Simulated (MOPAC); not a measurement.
# C2H6OSi (SMILES CC1O[SiH2]1): PM6-D3 (COSMO ethanol)

We compute energy and gradient of C2H6OSi. 

Program for the calculation: MOPAC 23.2.5.

6 further runs of the same task are left out: 3 that didn't finish, 3 set aside as unsound or not needed.

### 1 Starting point

C2H6OSi has 10 atoms, charge 0, and is taken as a singlet. As SMILES, `CC1O[SiH2]1`. Geometry: relaxed at GFN2-xTB.

Bond lengths: C1–C2 1.503 Å, C2–O3 1.471 Å, C2–Si4 1.848 Å, O3–Si4 1.640 Å, C1–H5 1.087 Å, C1–H6 1.088 Å, C1–H7 1.090 Å, C2–H8 1.085 Å, Si4–H9 1.447 Å, Si4–H10 1.448 Å. Some angles: C1–C2–O3 114.2°, C1–C2–Si4 124.5°, O3–C2–Si4 57.9°, C2–O3–Si4 72.7°, C2–Si4–O3 49.5°, C1–C2–H8 113.9°, O3–C2–H8 110.0°, Si4–C2–H8 120.1°, C2–C1–H5 110.5°, C2–C1–H6 109.7°.

### 2 Energy and forces at PM6-D3 (COSMO ethanol)

Input file input.mop:

```
PM6-D3 EPS=24.9 BONDS GRADIENTS 1SCF AUX(PRECISION=6) T=10M THREADS=1

CC1O[SiH2]1
C     0.000000  0    0.000000  0    0.000000  0   0   0   0
C     1.502625  1    0.000000  0    0.000000  0   1   0   0
O     1.471409  1  114.153810  1    0.000000  0   2   1   0
Si    1.639909  1   72.663370  1  116.880300  1   3   2   1
H     1.087194  1  110.544810  1  -51.417520  1   1   2   3
H     1.088349  1  109.062470  1  120.639980  1   1   5   2
H     1.089918  1  108.297340  1  117.987930  1   1   5   6
H     1.085439  1  109.975010  1 -113.636110  1   2   3   4
H     1.447192  1  114.901830  1  107.762450  1   4   3   2
H     1.447867  1  120.282270  1 -144.525400  1   4   9   3
```

Started as:

```bash
mopac input.mop
```

What values should one expect? Wanted: dipole moment; HOMO energy; LUMO energy; HOMO–LUMO gap; heat of formation.

**Answer.** As computed:

Level: PM6-D3 (COSMO ethanol).

```
         quantity           value
    dipole moment          3.02 D
      HOMO energy        -9.51 eV
      LUMO energy        -0.30 eV
    HOMO–LUMO gap         9.21 eV
heat of formation  -31.3 kcal/mol
```
